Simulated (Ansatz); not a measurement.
This script drives Ansatz's Python interface.

`yaml_run_snpbf4.py`:
```python
import json

import ansatz as az
import numpy as np

INPUT = """
crystal:
  lattice:
    - [4.368471, 0.0, 0.0]
    - [0.0, 4.368471, 0.0]
    - [0.0, 0.0, 11.085374]
  atoms:
    - { symbol: Sn, position: [0.0, 0.5, 0.142844] }
    - { symbol: Sn, position: [0.5, 0.0, 0.857156] }
    - { symbol: Pb, position: [0.0, 0.5, 0.618918] }
    - { symbol: Pb, position: [0.5, 0.0, 0.381082] }
    - { symbol: F, position: [0.0, 0.5, 0.334243] }
    - { symbol: F, position: [0.5, 0.0, 0.665757] }
    - { symbol: F, position: [0.5, 0.5, 0.5] }
    - { symbol: F, position: [0.0, 0.0, 0.5] }
    - { symbol: F, position: [0.0, 0.0, 0.2014] }
    - { symbol: F, position: [0.5, 0.5, 0.2014] }
    - { symbol: F, position: [0.5, 0.5, 0.7986] }
    - { symbol: F, position: [0.0, 0.0, 0.7986] }
kpoints:
  mp_grid: { grid: [4, 4, 2] }
hamiltonian:
  xc: pbesol
scf:
  occupations: { method: cold, width: 0.2 }
  convergence: { dr2_threshold: 1.0e-11 }
output:
  forces: true
"""

done = az.Session.from_yaml(INPUT).plan(threads=1).execute()
r = done.report

n_atoms = len(r["lattice"]["sites"])
print("F =", round(r["free_energy_ev"], 4), "eV for", n_atoms, "atoms")
print("E(sigma -> 0) =", round(r["energy_sigma0_ev"], 4), "eV, TS =", round(r["entropy_ts_ev"], 5), "eV")
print("closed by", r["closed_by"], "after", r["n_iterations"], "iterations")

forces = np.array(r["forces_ev_ang"])
norms = np.linalg.norm(forces, axis=1)
print("largest force {:.4f} eV/A on atom {}".format(norms.max(), norms.argmax()))
print(np.array2string(forces, precision=4, suppress_small=True))

keep = ["free_energy_ev", "energy_sigma0_ev", "fermi_energy_ev", "n_iterations", "converged", "magnetization_mub", "n_kpoints"]
with open("snpbf4.json", "w") as handle:
    json.dump({key: r[key] for key in keep}, handle, indent=1)
```

It is started by `python yaml_run_snpbf4.py`. Estimate its wall time and peak memory on 1 thread of Arm Neoverse V1, with other jobs on the host.

It took about 15 s, with a peak of 0.55 GiB, for 1 run of the engine.

```console
$ python yaml_run_snpbf4.py
DeckWarning: basis.ecutwfc = 420 eV, auto-derived from the records' recommended cutoffs: set by Sn (normal level)
F = -41817.7116 eV for 12 atoms
E(sigma -> 0) = -41817.7116 eV, TS = -0.0 eV
closed by deck_thresholds after 13 iterations
largest force 0.5664 eV/A on atom 0
[[ 0.      0.      0.5664]
 [ 0.      0.     -0.5664]
 [ 0.      0.     -0.1245]
 [-0.      0.      0.1245]
 [ 0.      0.     -0.2287]
 [ 0.      0.      0.2287]
 [ 0.      0.     -0.    ]
 [ 0.      0.     -0.    ]
 [-0.      0.      0.0016]
 [ 0.      0.      0.0016]
 [ 0.      0.     -0.0016]
 [ 0.      0.     -0.0016]]
```
(Warnings from the package without file and line.)

It writes `snpbf4.json`:
```json
{
 "free_energy_ev": -41817.7115999655,
 "energy_sigma0_ev": -41817.7115999655,
 "fermi_energy_ev": 6.920572806775864,
 "n_iterations": 13,
 "converged": true,
 "magnetization_mub": 0.0,
 "n_kpoints": 12
}
```

These settings explore the input space; cutoff and mesh may be short of convergence. Spin-orbit coupling, which matters for elements this heavy, is left out. This cell is a computed structure, which may not be the phase found in nature.

(Lines on the test bed's own set-up are left out of the output.)
